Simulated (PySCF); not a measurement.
# Pb⁴⁴⁺, Pb⁴⁵⁺: ionisation energy in even-tempered 18s14p8d4f3g

Wanted: the ionisation energy of lead, up a ladder of methods.

Program: PySCF 2.14.0. Level of theory: unrestricted determinants in a Gaussian basis, no spin-orbit coupling in the energies. These are calculated values, not measurements, unless marked.

## (1) What is computed

```
Element                                   : lead (Z = 82)
Basis                                     : an uncontracted even-tempered set (18 s from 5.2 bohr⁻², ratio 2.5; 14 p from 6.7 bohr⁻², ratio 2.5; 8 d from 6.7 bohr⁻², ratio 2.5; 4 f from 27 bohr⁻², ratio 2.7; 3 g from 41 bohr⁻², ratio 2.7)
Hamiltonian                               : the spin-free X2C one-electron Hamiltonian (Gaussian nucleus)
State 1                                   : Pb⁴⁴⁺: [Kr] 4d2, high-spin 3F determinant
State 2                                   : Pb⁴⁵⁺: [Kr] 4d1, 2D determinant
Methods                                   : UHF, LDA, PBE, PBE0, r2SCAN, MP2
Core shells frozen in the correlated runs : outer shells: [Ar] 3d10 (for Pb⁴⁴⁺)
```

The outer shells:

Pb44+ [Kr] 4d2
```
[Kr] core
4d [↑ ][↑ ][  ][  ][  ]
```

Pb45+ [Kr] 4d1
```
[Kr] core
4d [↑ ][  ][  ][  ][  ]
```

The runs were made by one driver on top of PySCF. The scripts below sum up each run's settings (the driver also hands on starting orbitals that pick excited configurations, and frozen orbitals as a list rather than a count), and the logs come from the driver's own runs. The driver starts from symmetry-adapted Hartree-Fock orbitals, holds the occupation by maximum overlap and uses a logarithmic radial grid for functionals, so a plain start would take other cycles.

The integrals over 155 functions and the set-up took 1.2 s of CPU time.

## (2) Pb⁴⁴⁺

**UHF**

The input, input.py:

```python
from pyscf import gto, scf, dft, mp, cc
mol = gto.M(atom="Pb 0 0 0", charge=44, spin=2, symmetry="D2h",
            basis=gto.etbs([(0, 18, 5.2, 2.5), (1, 14, 6.7, 2.5), (2, 8, 6.7, 2.5), (3, 4, 27, 2.7), (4, 3, 41, 2.7)]),
            nucmod="G")
mf = scf.UHF(mol).sfx2c1e()
mf.irrep_nelec = {'Ag': (7, 6), 'B1g': (2, 1), 'B2g': (1, 1), 'B3g': (1, 1), 'B1u': (3, 3), 'B2u': (3, 3), 'B3u': (3, 3)}
mf.kernel()
```

**LDA**

input.py differs from the last one in:

```diff
@@ -4,3 +4,3 @@
             nucmod="G")
-mf = scf.UHF(mol).sfx2c1e()
+mf = dft.UKS(mol, xc="LDA,VWN").sfx2c1e()
 mf.irrep_nelec = {'Ag': (7, 6), 'B1g': (2, 1), 'B2g': (1, 1), 'B3g': (1, 1), 'B1u': (3, 3), 'B2u': (3, 3), 'B3u': (3, 3)}
```

**PBE**

input.py differs from the last one in:

```diff
@@ -4,3 +4,3 @@
             nucmod="G")
-mf = dft.UKS(mol, xc="LDA,VWN").sfx2c1e()
+mf = dft.UKS(mol, xc="PBE").sfx2c1e()
 mf.irrep_nelec = {'Ag': (7, 6), 'B1g': (2, 1), 'B2g': (1, 1), 'B3g': (1, 1), 'B1u': (3, 3), 'B2u': (3, 3), 'B3u': (3, 3)}
```

**PBE0**

input.py differs from the last one in:

```diff
@@ -4,3 +4,3 @@
             nucmod="G")
-mf = dft.UKS(mol, xc="PBE").sfx2c1e()
+mf = dft.UKS(mol, xc="PBE0").sfx2c1e()
 mf.irrep_nelec = {'Ag': (7, 6), 'B1g': (2, 1), 'B2g': (1, 1), 'B3g': (1, 1), 'B1u': (3, 3), 'B2u': (3, 3), 'B3u': (3, 3)}
```

**r2SCAN**

input.py differs from the last one in:

```diff
@@ -4,3 +4,3 @@
             nucmod="G")
-mf = dft.UKS(mol, xc="PBE0").sfx2c1e()
+mf = dft.UKS(mol, xc="R2SCAN").sfx2c1e()
 mf.irrep_nelec = {'Ag': (7, 6), 'B1g': (2, 1), 'B2g': (1, 1), 'B3g': (1, 1), 'B1u': (3, 3), 'B2u': (3, 3), 'B3u': (3, 3)}
```

**MP2 (outer shells)**

input.py differs from the last one in:

```diff
@@ -4,4 +4,5 @@
             nucmod="G")
-mf = dft.UKS(mol, xc="R2SCAN").sfx2c1e()
+mf = scf.UHF(mol).sfx2c1e()
 mf.irrep_nelec = {'Ag': (7, 6), 'B1g': (2, 1), 'B2g': (1, 1), 'B3g': (1, 1), 'B1u': (3, 3), 'B2u': (3, 3), 'B3u': (3, 3)}
 mf.kernel()
+mp.UMP2(mf, frozen=14).kernel()
```

## (3) Pb⁴⁵⁺

**UHF**

The input, input.py:

```python
from pyscf import gto, scf, dft, mp, cc
mol = gto.M(atom="Pb 0 0 0", charge=45, spin=1, symmetry="D2h",
            basis=gto.etbs([(0, 18, 5.2, 2.5), (1, 14, 6.7, 2.5), (2, 8, 6.7, 2.5), (3, 4, 27, 2.7), (4, 3, 41, 2.7)]),
            nucmod="G")
mf = scf.UHF(mol).sfx2c1e()
mf.irrep_nelec = {'Ag': (6, 6), 'B1g': (2, 1), 'B2g': (1, 1), 'B3g': (1, 1), 'B1u': (3, 3), 'B2u': (3, 3), 'B3u': (3, 3)}
mf.kernel()
```

**LDA**

input.py differs from the last one in:

```diff
@@ -4,3 +4,3 @@
             nucmod="G")
-mf = scf.UHF(mol).sfx2c1e()
+mf = dft.UKS(mol, xc="LDA,VWN").sfx2c1e()
 mf.irrep_nelec = {'Ag': (6, 6), 'B1g': (2, 1), 'B2g': (1, 1), 'B3g': (1, 1), 'B1u': (3, 3), 'B2u': (3, 3), 'B3u': (3, 3)}
```

**PBE**

input.py differs from the last one in:

```diff
@@ -4,3 +4,3 @@
             nucmod="G")
-mf = dft.UKS(mol, xc="LDA,VWN").sfx2c1e()
+mf = dft.UKS(mol, xc="PBE").sfx2c1e()
 mf.irrep_nelec = {'Ag': (6, 6), 'B1g': (2, 1), 'B2g': (1, 1), 'B3g': (1, 1), 'B1u': (3, 3), 'B2u': (3, 3), 'B3u': (3, 3)}
```

**PBE0**

input.py differs from the last one in:

```diff
@@ -4,3 +4,3 @@
             nucmod="G")
-mf = dft.UKS(mol, xc="PBE").sfx2c1e()
+mf = dft.UKS(mol, xc="PBE0").sfx2c1e()
 mf.irrep_nelec = {'Ag': (6, 6), 'B1g': (2, 1), 'B2g': (1, 1), 'B3g': (1, 1), 'B1u': (3, 3), 'B2u': (3, 3), 'B3u': (3, 3)}
```

**r2SCAN**

input.py differs from the last one in:

```diff
@@ -4,3 +4,3 @@
             nucmod="G")
-mf = dft.UKS(mol, xc="PBE0").sfx2c1e()
+mf = dft.UKS(mol, xc="R2SCAN").sfx2c1e()
 mf.irrep_nelec = {'Ag': (6, 6), 'B1g': (2, 1), 'B2g': (1, 1), 'B3g': (1, 1), 'B1u': (3, 3), 'B2u': (3, 3), 'B3u': (3, 3)}
```

**MP2 (outer shells)**

input.py differs from the last one in:

```diff
@@ -4,4 +4,5 @@
             nucmod="G")
-mf = dft.UKS(mol, xc="R2SCAN").sfx2c1e()
+mf = scf.UHF(mol).sfx2c1e()
 mf.irrep_nelec = {'Ag': (6, 6), 'B1g': (2, 1), 'B2g': (1, 1), 'B3g': (1, 1), 'B1u': (3, 3), 'B2u': (3, 3), 'B3u': (3, 3)}
 mf.kernel()
+mp.UMP2(mf, frozen=14).kernel()
```

**Question.** What will these runs give?

The runs gave:

| quantity | value |
| --- | --- |
| ionisation energy, Pb⁴⁴⁺ | UHF 2213.3, MP2 (outer shells) 2213.1 eV; reference 2230 ± 4 |

**Reading.** The methods span 1.890 eV, from MP2 (outer shells) (2213.1) to PBE0 (2215.0). The reference is uncertain or not like for like (spin-orbit coupling or other relativistic terms), so no ranking of close methods is drawn. The basis is finite, and no extrapolation was made.
